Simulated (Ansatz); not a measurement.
# GaAsH₆ (built from SMILES [AsH3].[GaH3]): search for a transition state

Is there a first-order saddle for this four-centre ligand exchange, which should form Ga1–As6, H2–H5 and break Ga1–H2, H5–As6, and which two structures does it connect?

Method: PBE0-D4, def2-SVP first, then def2-TZVP; program: Ansatz 0.2.0, Gaussian basis.

31 further runs of the same task are left out: 31 set aside as unsound or not needed.

### 1 The system as given

The guess: 8 atoms, charge 0, spin multiplicity 1.

Atoms are counted from 1 here; the program's logs count them from 0.

Bond lengths: Ga1–H3 1.618 Å, Ga1–H4 1.621 Å, Ga1–As6 2.813 Å, As6–H7 1.508 Å, As6–H8 1.529 Å. Angles: H3–Ga1–H4 108.2°, H3–Ga1–As6 126.0°, H4–Ga1–As6 123.2°, Ga1–As6–H7 81.2°, Ga1–As6–H8 127.4°, H7–As6–H8 89.4°.

Coordinates:

| atom | x (Å) | y (Å) | z (Å) |
| --- | --- | --- | --- |
| Ga1 | -1.15480 | -0.57750 | -0.31350 |
| H2 | 0.57110 | -0.40750 | -1.35390 |
| H3 | -1.54210 | -2.11590 | -0.62940 |
| H4 | -2.50120 | 0.31740 | -0.43470 |
| H5 | 1.40720 | -0.17930 | -0.90520 |
| As6 | 1.16880 | 0.30540 | 1.00330 |
| H7 | 0.79750 | 1.59000 | 0.30670 |
| H8 | 1.25360 | 1.06730 | 2.32670 |

Distances that are to change: Ga1–As6 2.81 Å, H2–H5 0.98 Å, Ga1–H2 2.02 Å, H5–As6 1.98 Å.

### 2 Relaxing the guess with the reacting distances held

hold/in.yaml reads:

```yaml
crystal:
  periodic: [false, false, false]
  atoms:
    - {symbol: Ga, position_ang: [-1.154800, -0.577500, -0.313500]}
    - {symbol: H, position_ang: [0.571100, -0.407500, -1.353900]}
    - {symbol: H, position_ang: [-1.542100, -2.115900, -0.629400]}
    - {symbol: H, position_ang: [-2.501200, 0.317400, -0.434700]}
    - {symbol: H, position_ang: [1.407200, -0.179300, -0.905200]}
    - {symbol: As, position_ang: [1.168800, 0.305400, 1.003300]}
    - {symbol: H, position_ang: [0.797500, 1.590000, 0.306700]}
    - {symbol: H, position_ang: [1.253600, 1.067300, 2.326700]}
basis:
  gaussian: {orbitals: def2-SVP}
hamiltonian: {xc: pbe0, dispersion: d4}
relax: {f_tol: 0.08, max_steps: 120, escape_saddle: false, constraints: [{distance: [0, 5]}, {distance: [1, 4]}, {distance: [0, 1]}, {distance: [4, 5]}]}
```

No record of the launch command was kept for these runs.

The log in hold was not kept; the run's report gives a total energy of -113286.439117 eV.

It took 13 s on 4 threads, shared host; peak memory 0.21 GiB.

Distances of close pairs at the start and the end, largest changes first:

| bond | before (Å) | after (Å) | change (Å) |
| --- | --- | --- | --- |
| Ga1–H5 | 2.659 | 1.859 | -0.800 |
| Ga1–H4 | 1.621 | 1.551 | -0.070 |
| Ga1–H3 | 1.618 | 1.553 | -0.064 |
| As6–H7 | 1.508 | 1.528 | +0.020 |
| As6–H8 | 1.529 | 1.523 | -0.006 |
| Ga1–As6 | 2.813 | 2.813 | +0.000 |

### 3 Saddle search in the small basis

presaddle/in.yaml reads:

```yaml
crystal:
  periodic: [false, false, false]
  atoms:
    - {symbol: Ga, position_ang: [-1.013355, -0.569798, -0.214324]}
    - {symbol: H, position_ang: [0.304131, -0.479483, -1.746033]}
    - {symbol: H, position_ang: [-1.034324, -2.115527, -0.063516]}
    - {symbol: H, position_ang: [-2.002246, 0.543293, -0.648738]}
    - {symbol: H, position_ang: [0.681789, -0.208571, -0.887866]}
    - {symbol: As, position_ang: [1.385044, 0.446968, 0.847024]}
    - {symbol: H, position_ang: [0.931883, 1.860539, 0.485352]}
    - {symbol: H, position_ang: [0.747177, 0.522480, 2.228101]}
basis:
  gaussian: {orbitals: def2-SVP}
hamiltonian: {xc: pbe0, dispersion: d4}
saddle:
  f_tol: 0.04
  max_steps: 70
  order_check: false
  mode_guess:
    - [0.2012, 0.3168, 1.1347]
    - [1.0384, 0.3222, 0.1219]
    - [0.0000, 0.0000, 0.0000]
    - [0.0000, 0.0000, 0.0000]
    - [-0.7415, -0.6081, -1.7540]
    - [-0.4981, -0.0310, 0.4974]
    - [0.0000, 0.0000, 0.0000]
    - [0.0000, 0.0000, 0.0000]
```

The log in presaddle was not kept; the run's report gives a total energy of -113286.436650 eV.

Wall time 1.7 min (4 threads, shared host); peak memory 0.21 GiB.

### 4 Saddle search in triple zeta

saddle/in.yaml reads:

```yaml
crystal:
  periodic: [false, false, false]
  atoms:
    - {symbol: Ga, position_ang: [-0.887989, -0.453562, -0.396467]}
    - {symbol: H, position_ang: [0.209065, -0.782433, -1.666754]}
    - {symbol: H, position_ang: [-1.076391, -1.764699, 0.406685]}
    - {symbol: H, position_ang: [-1.777606, 0.734550, -0.839203]}
    - {symbol: H, position_ang: [0.777528, -0.229875, -0.870874]}
    - {symbol: As, position_ang: [1.406805, 0.703771, 0.646818]}
    - {symbol: H, position_ang: [0.433302, 1.856439, 0.853209]}
    - {symbol: H, position_ang: [0.915384, -0.064290, 1.866587]}
basis:
  gaussian: {orbitals: def2-TZVP}
hamiltonian: {xc: pbe0, dispersion: d4}
saddle:
  f_tol: 0.01
  max_steps: 50
  order_check: false
  mode_guess:
    - [0.0974, 0.2294, 0.4020]
    - [0.2412, 0.1089, 0.0840]
    - [0.0132, -0.0524, -0.0891]
    - [0.0125, -0.0378, -0.0953]
    - [-0.2379, -0.3662, -0.6360]
    - [-0.1677, -0.0255, 0.0648]
    - [0.0128, 0.0864, 0.1079]
    - [0.0286, 0.0572, 0.1616]
```

The program printed, cut to the lines that bear on the results:

```text
Functional definition: PBE0
  name "PBE0"
  cite "Adamo & Barone, J. Chem. Phys. 110, 6158 (1999) doi:10.1063/1.478522"
  cite "Perdew, Burke & Ernzerhof, Phys. Rev. Lett. 77, 3865 (1996) doi:10.1103/PhysRevLett.77.3865"
  parent pbe
[...]
1100 factors; their error is unknown
[...]
mean field -113300.62155900 eV, -4163.7210443737 hartree, gradient 1.1e-5 eV, S^2 0.000000; 0 other end points of the search recorded, 0 dependent functions left out
[...]
reference -113300.62158928 eV, -4163.7210454864 hartree; 35, 35 occupied and 97, 97 virtual orbitals, 1100 factors
[...]
1100 factors; their error is unknown
mean field -113300.62243217 eV, -4163.7210764619 hartree, gradient 1.2e-6 eV, S^2 0.000000; 0 other end points of the search recorded, 0 dependent functions left out
[...]
reference -113300.62246245 eV, -4163.7210775749 hartree; 35, 35 occupied and 97, 97 virtual orbitals, 1100 factors
[...]
1100 factors; their error is unknown
mean field -113300.62221950 eV, -4163.7210686465 hartree, gradient 1.2e-6 eV, S^2 0.000000; 0 other end points of the search recorded, 0 dependent functions left out
[...]
reference -113300.62224978 eV, -4163.7210697593 hartree; 35, 35 occupied and 97, 97 virtual orbitals, 1100 factors
saddle step   1: F+E_penalty+E_count = -113300.75491180 eV  max|allowed force component| = 6.704e-2 eV/Å  curvature = -7.9814 eV/Å²  mode residual = 3.06e-1 eV/Å²  Δτ_max = 0.0000 Å  (1 rotations, 3 force calls, 70 SCF iters)  cluster: 3 rotations left out, max|force component along them| [...]
saddle step   4: F+E_penalty+E_count = -113300.75559779 eV  max|allowed force component| = 6.211e-3 eV/Å  curvature = -7.8629 eV/Å²  mode residual = 9.13e-2 eV/Å²  Δτ_max = 0.0014 Å  (0 rotations, 7 force calls, 166 SCF iters)  cluster: 3 rotations left out, max|force component along [...]
saddle step   5: F+E_penalty+E_count = -113300.75560606 eV  max|allowed force component| = 6.404e-4 eV/Å  curvature = -7.8366 eV/Å² (error put at 0.0036; -7.8401 at half of saddle.amplitude)  mode residual = 9.47e-2 eV/Å²  Δτ_max = 0.0016 Å  (0 rotations, 6 force calls, 141 SCF iters)  [...]
Total energy: -113300.75563631 eV, -4163.7259716239 hartree
Atom 0 at    -0.889813    -0.455510    -0.399817 Å, force     0.000640     0.000061    -0.000251 eV/Å
Atom 1 at     0.214011    -0.778630    -1.661863 Å, force    -0.000058    -0.000031     0.000082 eV/Å
Atom 2 at    -1.079801    -1.761016     0.407302 Å, force    -0.000048     0.000089     0.000128 eV/Å
Atom 3 at    -1.778889     0.731925    -0.836631 Å, force     0.000042     0.000076    -0.000051 eV/Å
Atom 4 at     0.776343    -0.227717    -0.865828 Å, force    -0.000411    -0.000104     0.000138 eV/Å
Atom 5 at     1.410202     0.704619     0.646127 Å, force    -0.000264     0.000148    -0.000039 eV/Å
Atom 6 at     0.433080     1.848909     0.851103 Å, force    -0.000040    -0.000158     0.000090 eV/Å
Atom 7 at     0.914966    -0.062678     1.859609 Å, force     0.000138    -0.000081    -0.000098 eV/Å
Dipole moment:    -0.043742    -0.004440     0.008597 e Å
```

Run time: 30 s. Hardware: 4 threads, shared host; peak memory 0.34 GiB.

The point found:

```xyz
8
charge 0, multiplicity 1
Ga   -0.8898   -0.4555   -0.3998
H     0.2140   -0.7786   -1.6619
H    -1.0798   -1.7610    0.4073
H    -1.7789    0.7319   -0.8366
H     0.7763   -0.2277   -0.8658
As    1.4102    0.7046    0.6461
H     0.4331    1.8489    0.8511
H     0.9150   -0.0627    1.8596
```

Followed mode, largest move set to 1: H5 (-0.31, -0.49, -0.82); Ga1 (0.12, 0.29, 0.51); H2 (0.32, 0.15, 0.12); As6 (-0.21, -0.02, 0.08).

### 5 Checking the order of the point

vib/in.yaml reads:

```yaml
crystal:
  periodic: [false, false, false]
  atoms:
    - {symbol: Ga, position_ang: [-0.889813, -0.455510, -0.399817]}
    - {symbol: H, position_ang: [0.214011, -0.778630, -1.661863]}
    - {symbol: H, position_ang: [-1.079801, -1.761016, 0.407302]}
    - {symbol: H, position_ang: [-1.778889, 0.731925, -0.836631]}
    - {symbol: H, position_ang: [0.776343, -0.227717, -0.865828]}
    - {symbol: As, position_ang: [1.410202, 0.704619, 0.646127]}
    - {symbol: H, position_ang: [0.433080, 1.848909, 0.851103]}
    - {symbol: H, position_ang: [0.914966, -0.062678, 1.859609]}
basis:
  gaussian: {orbitals: def2-TZVP}
hamiltonian: {xc: pbe0, dispersion: d4}
phonons: {temperatures: {t_min: 298.15, t_max: 900, t_step: 200}}
```

The program printed, cut to the lines that bear on the results:

```text
[... 5 set-up lines as earlier in the session ...]
[...]
1100 factors; their error is unknown
[...]
mean field -113300.62222840 eV, -4163.7210689736 hartree, gradient 1.1e-5 eV, S^2 0.000000; 0 other end points of the search recorded, 0 dependent functions left out
[...]
reference -113300.62225865 eV, -4163.7210700852 hartree; 35, 35 occupied and 97, 97 virtual orbitals, 1100 factors
[... from here to the last solve, the lines of the solves are left out (47 solves) ...]
1100 factors; their error is unknown
[...]
mean field -113300.62218332 eV, -4163.7210673169 hartree, gradient 1.2e-6 eV, S^2 0.000000; 0 other end points of the search recorded, 0 dependent functions left out
[...]
WARN: phonons: modes at or below zero, which the zero-point energy, F, S and C_V leave out: 1, the lowest at -1128.04 cm⁻¹. A minimum has none, and a first-order saddle one
[...]
Total energy: -113300.75563667 eV, -4163.7259716372 hartree
Atom 0 at    -0.889813    -0.455510    -0.399817 Å, force     0.000655     0.000063    -0.000255 eV/Å
Atom 1 at     0.214011    -0.778630    -1.661863 Å, force    -0.000061    -0.000029     0.000084 eV/Å
Atom 2 at    -1.079801    -1.761016     0.407302 Å, force    -0.000048     0.000086     0.000130 eV/Å
Atom 3 at    -1.778889     0.731925    -0.836631 Å, force     0.000041     0.000077    -0.000051 eV/Å
Atom 4 at     0.776343    -0.227717    -0.865828 Å, force    -0.000420    -0.000110     0.000139 eV/Å
Atom 5 at     1.410202     0.704619     0.646127 Å, force    -0.000269     0.000159    -0.000037 eV/Å
Atom 6 at     0.433080     1.848909     0.851103 Å, force    -0.000034    -0.000161     0.000088 eV/Å
Atom 7 at     0.914966    -0.062678     1.859609 Å, force     0.000137    -0.000085    -0.000096 eV/Å
Dipole moment:    -0.043743    -0.004441     0.008597 e Å
Vibrations: -1128.04 35.97 185.22 404.28 485.42 523.08 620.60 677.01 689.96 942.13 981.94 1100.11 1534.16 1696.23 2040.45 2059.66 2225.79 2242.15 cm⁻¹, zero-point energy 1.143392 eV
```

Wall time 59 s (4 threads, shared host); peak memory 0.34 GiB.

Wavenumbers and character of the modes:

| mode | wavenumber (cm⁻¹) | character |
| --- | --- | --- |
| 1 | 1128i | changes H2–H5, H5–As6 |
| 2 | 36 | torsion |
| 3 | 185 | Ga–As stretch |
| 4 | 404 | bend |
| 5 | 485 | bend |
| 6 | 523 | bend |
| 7 | 621 | bend |
| 8 | 677 | bend |
| 9 | 690 | bend with torsion |
| 10 | 942 | bend |
| 11 | 982 | torsion with bend |
| 12 | 1100 | bend |
| 13 | 1534 | Ga–H stretch |
| 14 | 1696 | Ga–H stretch |
| 15 | 2040 | Ga–H stretch |
| 16 | 2060 | Ga–H stretch |
| 17 | 2226 | As–H stretch |
| 18 | 2242 | As–H stretch |

Vibrational sums (real modes only):

| T (K) | entropy (J/mol/K) | heat capacity (J/mol/K) |
| --- | --- | --- |
| 298 | 47.5 | 49.2 |
| 498 | 79.4 | 75.4 |
| 698 | 107.9 | 93.8 |
| 898 | 133.2 | 106.6 |

Modes under 50 cm⁻¹ weigh heavily in the entropy, and the harmonic picture is poor for them.

### 6 Relaxing after a step of 0.30 Å one way along the mode

downa/in.yaml reads:

```yaml
crystal:
  periodic: [false, false, false]
  atoms:
    - {symbol: Ga, position_ang: [-0.853469, -0.369482, -0.246637]}
    - {symbol: H, position_ang: [0.309412, -0.734076, -1.626176]}
    - {symbol: H, position_ang: [-1.074075, -1.779995, 0.373466]}
    - {symbol: H, position_ang: [-1.774910, 0.718694, -0.873024]}
    - {symbol: H, position_ang: [0.683407, -0.374462, -1.110427]}
    - {symbol: As, position_ang: [1.346487, 0.697350, 0.669715]}
    - {symbol: H, position_ang: [0.438004, 1.884251, 0.894940]}
    - {symbol: H, position_ang: [0.925241, -0.042379, 1.918145]}
basis:
  gaussian: {orbitals: def2-TZVP}
hamiltonian: {xc: pbe0, dispersion: d4}
relax: {f_tol: 0.005, max_steps: 200}
```

The program printed, cut to the lines that bear on the results:

```text
[... 5 set-up lines as earlier in the session ...]
[...]
1100 factors; their error is unknown
[...]
mean field -113300.87096363 eV, -4163.7302098248 hartree, gradient 3.4e-5 eV, S^2 0.000000; 0 other end points of the search recorded, 0 dependent functions left out
[...]
reference -113300.87099474 eV, -4163.7302109679 hartree; 35, 35 occupied and 97, 97 virtual orbitals, 1100 factors
relax step   1: F+E_penalty+E_count = -113301.00316243 eV  Δ(F+E_penalty+E_count) = +0.000e0 eV  max|allowed force component| = 2.485e0 eV/Å  Δτ_max = 0.0000 Å  (25 SCF iters, accepted)
[...]
reference -113301.81125090 eV, -4163.7647647444 hartree; 35, 35 occupied and 97, 97 virtual orbitals, 1100 factors
Total energy: -113301.93649017 eV, -4163.7693672029 hartree
Atom 0 at    -0.744624    -0.211779    -0.007717 Å, force     0.002380     0.001241     0.001136 eV/Å
Atom 1 at     0.108713    -1.047484    -2.127771 Å, force    -0.000658    -0.000519    -0.000727 eV/Å
Atom 2 at    -1.051375    -1.719491     0.302185 Å, force    -0.000138    -0.000786     0.000420 eV/Å
Atom 3 at    -1.705852     0.645379    -0.904795 Å, force     0.000237     0.000546    -0.000289 eV/Å
Atom 4 at     0.741467    -0.745351    -1.852655 Å, force     0.000528    -0.000343    -0.000509 eV/Å
Atom 5 at     1.225172     0.824217     0.957867 Å, force    -0.003221     0.000247    -0.000038 eV/Å
Atom 6 at     0.452995     2.082359     1.324166 Å, force     0.000657    -0.000664     0.000543 eV/Å
Atom 7 at     0.973601     0.172051     2.308722 Å, force     0.000214     0.000278    -0.000536 eV/Å
Dipole moment:    -0.041318    -0.057799    -0.092694 e Å
```

Run time: 22 s. Hardware: 4 threads, shared host; peak memory 0.34 GiB.

Relaxation path: (the energy doesn't fall at every step)

| step | energy from step 1 (eV) | largest force component (eV/Å) |
| --- | --- | --- |
| 1 | 0.0000 | 2.4850 |
| 2 | -0.5213 | 0.7806 |
| 3 | -0.7691 | 0.9839 |
| 4 | -0.8988 | 0.3511 |
| 5 | -0.8774 | 0.7419 |
| 6 | -0.9196 | 0.1730 |
| 7 | -0.9284 | 0.0707 |
| 8 | -0.9284 | 0.0790 |
| 9 | -0.9322 | 0.0351 |
| 10 | -0.9326 | 0.0220 |
| 11 | -0.9332 | 0.0159 |
| 12 | -0.9332 | 0.0271 |
| 13 | -0.9333 | 0.0032 |

Distances of close pairs at the start and the end, largest changes first:

| bond | before (Å) | after (Å) | change (Å) |
| --- | --- | --- | --- |
| Ga1–H5 | 1.763 | 2.428 | +0.665 |
| Ga1–H2 | 1.841 | 2.433 | +0.593 |
| Ga1–As6 | 2.611 | 2.426 | -0.185 |
| H2–H5 | 0.732 | 0.753 | +0.022 |
| Ga1–H3 | 1.557 | 1.570 | +0.013 |
| Ga1–H4 | 1.557 | 1.570 | +0.012 |
| As6–H8 | 1.511 | 1.521 | +0.010 |
| As6–H7 | 1.512 | 1.521 | +0.009 |

### 7 Relaxing after a step of 0.30 Å the other way along the mode

downb/in.yaml reads:

```yaml
crystal:
  periodic: [false, false, false]
  atoms:
    - {symbol: Ga, position_ang: [-0.926156, -0.541538, -0.552998]}
    - {symbol: H, position_ang: [0.118609, -0.823183, -1.697550]}
    - {symbol: H, position_ang: [-1.085528, -1.742038, 0.441137]}
    - {symbol: H, position_ang: [-1.782868, 0.745155, -0.800238]}
    - {symbol: H, position_ang: [0.869278, -0.080973, -0.621228]}
    - {symbol: As, position_ang: [1.473916, 0.711889, 0.622539]}
    - {symbol: H, position_ang: [0.428157, 1.813567, 0.807266]}
    - {symbol: H, position_ang: [0.904690, -0.082977, 1.801073]}
basis:
  gaussian: {orbitals: def2-TZVP}
hamiltonian: {xc: pbe0, dispersion: d4}
relax: {f_tol: 0.005, max_steps: 200}
```

The program printed, cut to the lines that bear on the results:

```text
[... 5 set-up lines as earlier in the session ...]
[...]
1100 factors; their error is unknown
[...]
mean field -113300.98571575 eV, -4163.7344268873 hartree, gradient 3.2e-5 eV, S^2 0.000000; 0 other end points of the search recorded, 0 dependent functions left out
[...]
reference -113300.98574617 eV, -4163.7344280052 hartree; 35, 35 occupied and 97, 97 virtual orbitals, 1100 factors
relax step   1: F+E_penalty+E_count = -113301.11803389 eV  Δ(F+E_penalty+E_count) = +0.000e0 eV  max|allowed force component| = 6.642e-1 eV/Å  Δτ_max = 0.0000 Å  (24 SCF iters, accepted)
[...]
reference -113301.42017914 eV, -4163.7503931223 hartree; 35, 35 occupied and 97, 97 virtual orbitals, 1100 factors
Total energy: -113301.54525229 eV, -4163.7549894758 hartree
Atom 0 at    -0.968271    -0.644346    -0.728455 Å, force    -0.003612     0.001035     0.004311 eV/Å
Atom 1 at    -0.198237    -1.069333    -2.031953 Å, force     0.002054    -0.000074    -0.002136 eV/Å
Atom 2 at    -1.099764    -1.663014     0.457336 Å, force     0.000282     0.001089    -0.001682 eV/Å
Atom 3 at    -1.764204     0.707161    -0.706757 Å, force     0.001101    -0.001869     0.000722 eV/Å
Atom 4 at     1.146788     0.091918    -0.409217 Å, force     0.000902     0.000330     0.000302 eV/Å
Atom 5 at     1.597654     0.856860     0.846870 Å, force    -0.001076    -0.000104    -0.000090 eV/Å
Atom 6 at     0.416992     1.811421     0.787085 Å, force     0.000879    -0.000602    -0.001067 eV/Å
Atom 7 at     0.869139    -0.090764     1.785094 Å, force    -0.000531     0.000194    -0.000360 eV/Å
Dipole moment:     0.162522     0.134050     0.168221 e Å
```

Wall time 16 s (4 threads, shared host); peak memory 0.34 GiB.

The steps of the relaxation: (the energy doesn't fall at every step)

| step | energy from step 1 (eV) | largest force component (eV/Å) |
| --- | --- | --- |
| 1 | 0.0000 | 0.6642 |
| 2 | -0.2803 | 0.5189 |
| 3 | -0.3973 | 0.3747 |
| 4 | -0.3207 | 1.2380 |
| 5 | -0.4241 | 0.0392 |
| 6 | -0.4260 | 0.0648 |
| 7 | -0.4269 | 0.0454 |
| 8 | -0.4265 | 0.0577 |
| 9 | -0.4272 | 0.0043 |

Distances of close pairs at the start and the end, largest changes first:

| bond | before (Å) | after (Å) | change (Å) |
| --- | --- | --- | --- |
| Ga1–H5 | 1.855 | 2.262 | +0.407 |
| H5–As6 | 1.594 | 1.538 | -0.056 |
| As6–H8 | 1.531 | 1.520 | -0.012 |
| As6–H7 | 1.530 | 1.519 | -0.011 |
| Ga1–H4 | 1.565 | 1.569 | +0.003 |
| Ga1–H2 | 1.575 | 1.572 | -0.003 |
| Ga1–H3 | 1.567 | 1.569 | +0.002 |

### 8 The three structures

| pair | start side (Å) | saddle (Å) | end side (Å) |
| --- | --- | --- | --- |
| Ga1–As6 | 3.364 | 2.780 | 2.426 |
| H2–H5 | 2.406 | 1.120 | 0.753 |
| Ga1–H2 | 1.572 | 1.708 | 2.433 |
| H5–As6 | 1.538 | 1.886 | 3.255 |

### 9 What came out

| quantity | value |
| --- | --- |
| imaginary mode | 1128i cm⁻¹ |
| barrier from the start side | 76.2 kJ/mol |
| barrier from the end side | 113.9 kJ/mol |
| energy of the step | -37.7 kJ/mol |
| pairs that change | Ga1–As6 formed, H2–H5 formed, Ga1–H2 broken, H5–As6 broken |
| zero-point energy at the saddle | 1.143 eV |

In words: The point has a single imaginary mode (1128i cm⁻¹), as a transition state must. The two relaxations end on the structures that were planned. At PBE0-D4/def2-TZVP the electronic barrier is 76.2 kJ/mol, about 31 kT at 298 K, and the step runs 37.7 kJ/mol downhill. With so stiff a mode tunnelling counts: Wigner's rough correction is a factor of 2.2 at 298 K. The ends are the nearest minima, not always the lowest complexes.
